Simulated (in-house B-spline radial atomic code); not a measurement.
**Pd³³⁺: excited configurations in jj coupling**

Aim: the energies of several excited configurations of Pd³³⁺ above a reference configuration, each from its own self-consistent run.

Method: Dirac-Hartree-Fock, average of configuration, Fermi nucleus, basis-set limit. Code: in-house B-spline radial atomic code version 1.

## 1. Starting point

```
element       : palladium (Z = 46)
charge        : +33
electrons     : 13
configuration : 1s2 2s2 2p6 3s2 3p-1
Hamiltonian   : Dirac-Coulomb
nucleus       : Fermi, rms radius 4.532 fm
```

In configurations, a minus sign after the shell means j = l − 1/2 and a plus sign j = l + 1/2; the count of electrons follows.

Input settings:

```ini
Z = 46
electrons = 13.0
configuration = 1s2 2s2 2p6 3s2 3p-1
hamiltonian = dirac
method = hf
spin_polarised = False
nucleus = fermi
rms_radius = 4.5318
mass_number = 106
atomic_mass = 105.903480287
speed_of_light = 137.035999084
```

The reference is known from an earlier run: -4179.015713 hartree in all. Up to eight levels, counted from the top:

| orbital | occupation | energy (eV) | <r> (bohr) |
| --- | --- | --- | --- |
| 1s1/2 | 2 | -26357.3 | 0.03182 |
| 2s1/2 | 2 | -5425.12 | 0.1353 |
| 2p1/2 | 2 | -5168.55 | 0.1150 |
| 2p3/2 | 4 | -4998.97 | 0.1198 |
| 3s1/2 | 2 | -2109.28 | 0.3322 |
| 3p1/2 | 1 | -2035.66 | 0.3169 |

## 2. Run with 1s2 2s2 2p6 3s1 3p+1 5p-1

Input settings:

```ini
Z = 46
electrons = 13.0
configuration = 1s2 2s2 2p6 3s1 3p+1 5p-1
hamiltonian = dirac
method = hf
spin_polarised = False
nucleus = fermi
rms_radius = 4.5318
mass_number = 106
atomic_mass = 105.903480287
speed_of_light = 137.035999084
```

## 3. Configuration 1s2 2s2 2p-1 2p+4 3s2 3p+1 5g-1

Changes to the settings of step 2:

```diff
@@ -2,3 +2,3 @@
 electrons = 13.0
-configuration = 1s2 2s2 2p6 3s1 3p+1 5p-1
+configuration = 1s2 2s2 2p-1 2p+4 3s2 3p+1 5g-1
 hamiltonian = dirac
```

## 4. Configuration 1s2 2s2 2p6 3s1 3p+1 4d+1

Changes to the settings of step 3:

```diff
@@ -2,3 +2,3 @@
 electrons = 13.0
-configuration = 1s2 2s2 2p-1 2p+4 3s2 3p+1 5g-1
+configuration = 1s2 2s2 2p6 3s1 3p+1 4d+1
 hamiltonian = dirac
```

## 5. Configuration 1s2 2s2 2p-2 2p+3 3s2 3p+1 4d-1

Changes to the settings of step 4:

```diff
@@ -2,3 +2,3 @@
 electrons = 13.0
-configuration = 1s2 2s2 2p6 3s1 3p+1 4d+1
+configuration = 1s2 2s2 2p-2 2p+3 3s2 3p+1 4d-1
 hamiltonian = dirac
```

## 6. 1s2 2s2 2p-2 2p+3 3s2 3p+1 6p+1

Changes to the settings of step 5:

```diff
@@ -2,3 +2,3 @@
 electrons = 13.0
-configuration = 1s2 2s2 2p-2 2p+3 3s2 3p+1 4d-1
+configuration = 1s2 2s2 2p-2 2p+3 3s2 3p+1 6p+1
 hamiltonian = dirac
```

## 7. 1s2 2s2 2p6 3s2 3p+1

Changes to the settings of step 6:

```diff
@@ -2,3 +2,3 @@
 electrons = 13.0
-configuration = 1s2 2s2 2p-2 2p+3 3s2 3p+1 6p+1
+configuration = 1s2 2s2 2p6 3s2 3p+1
 hamiltonian = dirac
```

**Question.** How far above the reference does each configuration lie (order and size, in eV)?

**Answer**, as computed:

| net move | configuration | energy above the reference (eV) | with Breit, QED, recoil (eV) | largest <r> (bohr) |
| --- | --- | --- | --- | --- |
| 3p1/2 → 3p3/2 | 1s2 2s2 2p6 3s2 3p+1 | 39.955 | 39.369 | 0.332 |
| 3p1/2, 3s → 3p3/2, 4d5/2 | 1s2 2s2 2p6 3s1 3p+1 4d+1 | 1123.35 | 1121.01 | 0.588 |
| 3p1/2, 3s → 3p3/2, 5p1/2 | 1s2 2s2 2p6 3s1 3p+1 5p-1 | 1467.66 | 1465.52 | 0.990 |
| 2p3/2, 3p1/2 → 3p3/2, 4d3/2 | 1s2 2s2 2p-2 2p+3 3s2 3p+1 4d-1 | 3998.97 | 3993.42 | 0.580 |
| 2p1/2, 3p1/2 → 3p3/2, 5g7/2 | 1s2 2s2 2p-1 2p+4 3s2 3p+1 5g-1 | 4569.37 | 4561.35 | 0.803 |
| 2p3/2, 3p1/2 → 3p3/2, 6p3/2 | 1s2 2s2 2p-2 2p+3 3s2 3p+1 6p+1 | 4572.72 | 4567.03 | 1.46 |

**Reading.** At the bottom stands 3p1/2 → 3p3/2 (39.955 eV), at the top 2p3/2, 3p1/2 → 3p3/2, 6p3/2 (4572.72 eV). Koopmans' estimate of the ionisation threshold is 2035.66 eV; 3 configurations exceed it by over 2 % and could autoionise. Two partly filled shells share a symmetry and can mix in the average, which may lower the energy, for: 2p3/2, 3p1/2 → 3p3/2, 4d3/2; 2p3/2, 3p1/2 → 3p3/2, 6p3/2. These are averages over configurations, without correlation, not spectroscopic levels.
